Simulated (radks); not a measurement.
# Valence configurations of Te

An exercise on one series of results from a longer session: the logs are not shown, and one member is left open.

Program: radks (a radial shooting solver on a logarithmic mesh, Libxc functionals) version 1. Level of theory: Dirac Kohn-Sham, LDA (Slater exchange, Perdew-Wang correlation), spin-unpolarised, spherical densities, finite nucleus; open shells are shared between the two j in proportion to 2j + 1. These are calculated values, not measurements, unless marked.

## Starting point

* element: tellurium (Z = 52)
* charge: 0
* electrons: 52
* configuration: [Kr] 4d10 5s2 5p4
* nuclear rms radius: 4.7423 fm
* others tried: 4d10 5p6; 4d9.5 5s2 5p4.5; 4d10 5s1 5p5; 4d9.5 5s1 5p5.5; 4d10 5s1.5 5p4.5; 4d9 5s2 5p5; 4d8 5s2 5p6; 4d9 5s1 5p6

Outer shells as boxes (Hund's rule):

Te
```
[Kr] core
4d [↑↓][↑↓][↑↓][↑↓][↑↓]
5s [↑↓]
5p [↑↓][↑ ][↑ ]
```

Set-up of the first run:

Input:

```text
Z 52
configuration [Kr] 4d10 5s2 5p4
relativity Dirac
functional lda,pw
spin unpolarised
j_filling average
nucleus finite rms 4.7423 fm
c 137.035999084
```

Steps of the session up to this table: [Kr] 4d10 5s2 5p4.

One of the session's tables, all rows but one given; the rest of the session is left out.

It belongs to the step «[Kr] 4d10 5s2 5p4». Sizes of the orbitals, from the radial functions (bohr):

```
level     <r>  outermost maximum (interpolated)  90 % within  nodes
4s1/2  0.7647                             0.701         1.11      3
4p1/2  0.8015                             0.721         1.18      2
4p3/2  0.8307                             0.746         1.22      2
4d3/2  0.9661                             0.806         1.48      1
4d5/2       ?                                 ?            ?      ?
5s1/2   2.077                              1.78         3.06      4
5p1/2   2.573                              2.09         3.91      3
5p3/2   2.707                              2.19         4.12      3
```

Estimate the missing values for 4d5/2.

The run gave: <r>: 0.9786; outermost maximum (interpolated): 0.815; 90 % within: 1.50; nodes: 1. In the column «<r>» it lies between 4d3/2 (0.9661) and 5s1/2 (2.077).
